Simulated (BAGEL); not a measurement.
**CH4BFSe (SMILES CB(F)[SeH]) at HF/3-21G (density fitting with qzvpp-jkfit)**

Aim: the vertical singlet–triplet gap of CH4BFSe at HF/3-21G (density fitting with qzvpp-jkfit), from 2 runs. 

The results are computed with BAGEL 1.2.2.

3 further runs of the same task are left out: 2 that didn't finish, 1 set aside as unsound or not needed.

### 1 Starting point

CH4BFSe: 8 atoms, total charge 0, spin state singlet. As SMILES, `CB(F)[SeH]`. The shape is that of a PBE0-D4/def2-TZVP optimisation. This is one conformer, not always the lowest.

Bond lengths: C1–B2 1.557 Å, B2–F3 1.330 Å, B2–Se4 1.950 Å, C1–H5 1.096 Å, C1–H6 1.089 Å, C1–H7 1.095 Å, Se4–H8 1.466 Å. Angles: C1–B2–F3 119.3°, C1–B2–Se4 126.3°, F3–B2–Se4 114.5°, B2–C1–H5 109.2°, B2–C1–H6 114.6°, B2–C1–H7 109.4°, B2–Se4–H8 94.6°, H5–C1–H6 108.5°, H5–C1–H7 106.2°, H6–C1–H7 108.6°.

### 2 The energy at HF/3-21G (density fitting with qzvpp-jkfit)

The input, input.json:

```json
{ "bagel" : [

{
  "title" : "molecule",
  "basis" : "3-21g",
  "df_basis" : "qzvpp-jkfit",
  "angstrom" : true,
  "geometry" : [
    { "atom" : "C", "xyz" : [       0.031600,       0.924800,      -0.033200 ] },
    { "atom" : "B", "xyz" : [       0.433300,      -0.535500,      -0.395600 ] },
    { "atom" : "F", "xyz" : [       1.392300,      -0.742200,      -1.294100 ] },
    { "atom" : "Se", "xyz" : [      -0.342700,      -2.163400,       0.345700 ] },
    { "atom" : "H", "xyz" : [      -0.308800,       1.440600,      -0.937900 ] },
    { "atom" : "H", "xyz" : [      -0.746600,       1.005800,       0.724100 ] },
    { "atom" : "H", "xyz" : [       0.915800,       1.469900,       0.314200 ] },
    { "atom" : "H", "xyz" : [      -1.283000,      -1.457200,       1.221200 ] }
  ]
},

{ "title" : "hf" },

{ "title" : "print", "file" : "orbitals.molden", "orbitals" : true }

]}
```

Launch:

```console
$ BAGEL_NUM_THREADS=1 BAGEL input.json > input.out
```

Output:

```text
* using 1 threads per process

  ===============================================================
  ===============================================================

  *** Geometry ***

  { "atom" : "C", "xyz" : [      0.059715,      1.747619,     -0.062739 ] },
  { "atom" : "B", "xyz" : [      0.818818,     -1.011948,     -0.747576 ] },
  { "atom" : "F", "xyz" : [      2.631066,     -1.402555,     -2.445495 ] },
  { "atom" : "Se", "xyz" : [     -0.647609,     -4.088233,      0.653278 ] },
  { "atom" : "H", "xyz" : [     -0.583547,      2.722339,     -1.772374 ] },
  { "atom" : "H", "xyz" : [     -1.410870,      1.900687,      1.368351 ] },
  { "atom" : "H", "xyz" : [      1.730611,      2.777708,      0.593752 ] },
  { "atom" : "H", "xyz" : [     -2.424519,     -2.753709,      2.307734 ] },

  Number of auxiliary basis functions:      565

  Since a DF basis is specified, we compute 2- and 3-index integrals:
    o Being stored without compression. Storage requirement is 0.015 GB

  Number of basis functions:       57
  Number of electrons      :       58

    * METHOD: MOLECULE                             0.23

  *** RHF ***

  === Nuclear Repulsion ===
   227.5668893675

      * DIIS with orbital gradients will be used.

  === RHF iteration (3-21g) ===
      0      -2551.88495622          0.01991289           0.06
      1      -2551.97208308          0.01043251           0.06
      2      -2551.99457696          0.00146489           0.06
      3      -2551.99543164          0.00037504           0.06
      4      -2551.99548762          0.00007663           0.06
      5      -2551.99549182          0.00001600           0.06
      6      -2551.99549209          0.00000520           0.06
      7      -2551.99549211          0.00000183           0.06
      8      -2551.99549212          0.00000045           0.06
      9      -2551.99549212          0.00000018           0.06
     10      -2551.99549212          0.00000005           0.06
     11      -2551.99549212          0.00000001           0.06
     12      -2551.99549212          0.00000001           0.06
    * SCF iteration converged.

    * Permanent dipole moment:
           (    0.385576,    -0.757123,    -0.352419) a.u.

    * METHOD: HF                                   0.95

    * METHOD: PRINT                                0.01

  ===============================================================
```

Run time: 1.4 s. Hardware: 1 thread of Arm Neoverse V2, shared host; peak memory 0.1 GiB.

### 3 The triplet, same level

The input, hf.json:

```json
{ "bagel": [

{
  "title": "molecule",
  "basis": "3-21g",
  "df_basis": "qzvpp-jkfit",
  "angstrom": "true",
  "geometry": [
    { "atom": "C", "xyz": [       0.031600,       0.924800,      -0.033200 ] },
    { "atom": "B", "xyz": [       0.433300,      -0.535500,      -0.395600 ] },
    { "atom": "F", "xyz": [       1.392300,      -0.742200,      -1.294100 ] },
    { "atom": "Se", "xyz": [      -0.342700,      -2.163400,       0.345700 ] },
    { "atom": "H", "xyz": [      -0.308800,       1.440600,      -0.937900 ] },
    { "atom": "H", "xyz": [      -0.746600,       1.005800,       0.724100 ] },
    { "atom": "H", "xyz": [       0.915800,       1.469900,       0.314200 ] },
    { "atom": "H", "xyz": [      -1.283000,      -1.457200,       1.221200 ] }
  ]
},

{
  "title": "uhf",
  "nopen": 2
},

{
  "title": "print",
  "file": "orbitals.molden",
  "orbitals": "true"
}

]}
```

Launch:

```console
$ BAGEL_NUM_THREADS=1 BAGEL hf.json > hf.out
```

Output:

```text
* using 1 threads per process

  ===============================================================
  ===============================================================

  *** Geometry ***

  { "atom" : "C", "xyz" : [      0.059715,      1.747619,     -0.062739 ] },
  { "atom" : "B", "xyz" : [      0.818818,     -1.011948,     -0.747576 ] },
  { "atom" : "F", "xyz" : [      2.631066,     -1.402555,     -2.445495 ] },
  { "atom" : "Se", "xyz" : [     -0.647609,     -4.088233,      0.653278 ] },
  { "atom" : "H", "xyz" : [     -0.583547,      2.722339,     -1.772374 ] },
  { "atom" : "H", "xyz" : [     -1.410870,      1.900687,      1.368351 ] },
  { "atom" : "H", "xyz" : [      1.730611,      2.777708,      0.593752 ] },
  { "atom" : "H", "xyz" : [     -2.424519,     -2.753709,      2.307734 ] },

  Number of auxiliary basis functions:      565

  Since a DF basis is specified, we compute 2- and 3-index integrals:
    o Being stored without compression. Storage requirement is 0.015 GB

  Number of basis functions:       57
  Number of electrons      :       58

    * METHOD: MOLECULE                             0.23

  *** Open-shell HF ***

  === Nuclear Repulsion ===
   227.5668893675

      * DIIS with orbital gradients will be used.

  === UHF iteration (3-21g) ===
      0      -2551.63481044          0.04285302           0.12
      1      -2551.76235794          0.02085693           0.12
      2      -2551.78336183          0.01120897           0.11
      3      -2551.79040637          0.00097245           0.11
      4      -2551.79078418          0.00035324           0.12
      5      -2551.79085768          0.00007781           0.11
      6      -2551.79088584          0.00002399           0.11
      7      -2551.79089353          0.00000887           0.12
      8      -2551.79089596          0.00000535           0.12
      9      -2551.79089731          0.00000319           0.12
     10      -2551.79089771          0.00000228           0.12
     11      -2551.79089782          0.00000160           0.12
     12      -2551.79089782          0.00000117           0.12
     13      -2551.79089783          0.00000068           0.12
     14      -2551.79089783          0.00000043           0.12
     15      -2551.79089783          0.00000029           0.12
     16      -2551.79089783          0.00000017           0.12
     17      -2551.79089783          0.00000010           0.12
     18      -2551.79089783          0.00000006           0.12
     19      -2551.79089783          0.00000004           0.12
     20      -2551.79089783          0.00000002           0.12
     21      -2551.79089783          0.00000002           0.12
     22      -2551.79089783          0.00000001           0.12
     23      -2551.79089783          0.00000001           0.12
    * SCF iteration converged.

    * S^2 (UHF) is 2.0171

    * Permanent dipole moment:
           (    1.266275,     1.220592,    -1.194239) a.u.

    * METHOD: UHF                                  3.03

    * METHOD: PRINT                                0.01

  ===============================================================
```

It took 3.6 s on 1 thread of Arm Neoverse V2, shared host; peak memory 0.1 GiB.

### 4 Summary of results

At HF/3-21G (density fitting with qzvpp-jkfit):

| quantity | value |
| --- | --- |
| singlet: total energy | -2551.99549 Eh |
| singlet: dipole moment | 2.34 D |
| singlet: HOMO energy | -9.95 eV |
| singlet: LUMO energy | 3.72 eV |
| singlet: HOMO–LUMO gap | 13.67 eV |
| triplet: total energy | -2551.79090 Eh |
| triplet: dipole moment | 5.40 D |
| triplet: ⟨S²⟩ | 2.017 |
| vertical energy of the triplet above the singlet | 5.567 eV |

In words: At this shape the triplet lies 5.57 eV (128 kcal/mol) above the singlet.
